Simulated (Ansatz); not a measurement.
# AsH2Se (quartet): from Hartree-Fock to the top rungs at distance As1–Se2 = 5.783 Å, cc-pVDZ

How much of the correlation energy of AsH2Se (quartet) does each wave-function method recover here?

Computed with Ansatz 0.2.0, Gaussian basis. Level: cc-pVDZ, core rule «outside noble gas», up to 28 orbitals frozen.

To be run: UHF; CCSD(T) on ROHF; CCSD(T) on UHF; BCCD(T) on ROHF; CISD; CCSDT(Q) on ROHF; CCSDT(Q) on UHF; CASSCF and MRCISD+Q, 5 electrons in 5 orbitals; CASSCF and NEVPT2, 5 electrons in 5 orbitals; CASSCF and MRCISD+Q, 13 electrons in 10 orbitals; CASSCF and NEVPT4(SD), 13 electrons in 10 orbitals; CASSCF and NEVPT2, 13 electrons in 10 orbitals.

30 further runs of the same task are left out: 27 that didn't finish, 3 set aside as unsound or not needed.

## (1) The geometry

The geometry derives from a PBE0/def2-TZVP stationary point (not a proven minimum). One bond is set to the value named and the two fragments are kept rigid. No spin-orbit coupling is included. The filled d shell of As, Se may be among the frozen orbitals whatever the setting's name suggests; the logs give the count.

4 atoms, charge 0, spin multiplicity 4.

Atoms are counted from 1 here; the program's logs count them from 0.

Bond lengths: As1–H3 1.517 Å, As1–H4 1.551 Å. Angles: H3–As1–H4 94.7°.

## (2) UHF

File in.yaml:

```yaml
crystal:
  periodic: [false, false, false]
  atoms:
    - {symbol: As, position_ang: [0.000125, -0.340937, 1.039309]}
    - {symbol: Se, position_ang: [0.000072, -0.273218, -4.743295]}
    - {symbol: H, position_ang: [0.000058, 1.173156, 1.129363]}
    - {symbol: H, position_ang: [-0.000256, -0.559002, 2.574623]}
basis:
  gaussian: {orbitals: cc-pVDZ}
magnetization: {spin_polarized: true, initial_magnetization: 3}
hamiltonian: {xc: hf}
output: {orbitals: {seedname: orbitals}}
```

On the command line:

```
$ ansatz run in.yaml --threads 1 --pin off --events-out ev --progress --plain --max-ram 2393MiB
```

Further steps of the session: CCSD(T) on ROHF; CCSD(T) on UHF; BCCD(T) on ROHF; CISD; CCSDT(Q) on ROHF; CCSDT(Q) on UHF; CASSCF and MRCISD+Q, 5 electrons in 5 orbitals; CASSCF and NEVPT2, 5 electrons in 5 orbitals; CASSCF and MRCISD+Q, 13 electrons in 10 orbitals; CASSCF and NEVPT4(SD), 13 electrons in 10 orbitals; CASSCF and NEVPT2, 13 electrons in 10 orbitals.

**Question.** What will the summary of the whole plan be? Wanted: UCCSDT(Q) below the RHF energy; RMP2 from UCCSDT(Q); UMP2 from UCCSDT(Q); RCCSD from UCCSDT(Q); RCCSD(T) from UCCSDT(Q); UCCSD(T) from UCCSDT(Q); RCCSDT(Q) from UCCSDT(Q); NEVPT2 pair from UCCSDT(Q); MRCISD+Q pair from UCCSDT(Q).

As calculated:

| quantity | value |
| --- | --- |
| UCCSDT(Q) below the RHF energy | -6.0327 eV |
| RMP2 from UCCSDT(Q) | +1191.6 meV |
| UMP2 from UCCSDT(Q) | +1208.7 meV |
| RCCSD from UCCSDT(Q) | +130.5 meV |
| RCCSD(T) from UCCSDT(Q) | +35.4 meV |
| UCCSD(T) from UCCSDT(Q) | +24.7 meV |
| RCCSDT(Q) from UCCSDT(Q) | +10.2 meV |
| NEVPT2 pair from UCCSDT(Q) | +1113.4 meV |
| MRCISD+Q pair from UCCSDT(Q) | +6.1 meV |
| NEVPT2 valence from UCCSDT(Q) | +1200.4 meV |
| levels within 1 kcal/mol (43 meV) | RCCSD(T), UCCSD(T), BCCD(T), RCCSDT, UCCSDT, RCCSDT(Q), MRCISD+Q pair, MRCISD+Q valence |
| T1 diagnostic | 0.015 |
| effectively unpaired electrons | 3.02 |

In words: RCCSD(T) lands +35.4 meV from the yardstick (0.6 % of the correlation energy). One determinant dominates. Of the multireference levels listed MRCISD+Q valence comes nearest in total energy (+0.9 meV), which doesn't show that its space is the better one. These misses are within one basis, not against nature; the frozen cores of restricted and unrestricted runs differ, which can shift their rows.
